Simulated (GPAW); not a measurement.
Crystal: GaGe.

```
CELL_PARAMETERS angstrom
0.00000 2.89784 2.89784
2.89784 0.00000 2.89784
2.89784 2.89784 0.00000
ATOMIC_POSITIONS crystal
Ge 0.00000 0.00000 0.00000
Ga 0.25000 0.25000 0.25000
```

The cell comes from a database or a generator and needn't be the stable form of this composition.

Base run:

```yaml
Program: GPAW 26.7.0
Functional: PBEsol
Potentials_or_basis: PAW data sets generated in the run's folder for this functional
Cutoff: 600 eV
Basis: pw
k_mesh: 8 × 8 × 8
Occupations: fermi-dirac, width 0.05 eV
Spin: no spin polarisation
```

Its results: pressure -1.8 GPa.

Problem. The run is repeated on the same cell with these changes: functional from PBEsol to LDA; potentials or basis from PAW data sets generated in the run's folder for this functional to the program's PAW data sets (release 1.2.1) made for this functional. What comes out?

Solution. Pressure -3.5 GPa.
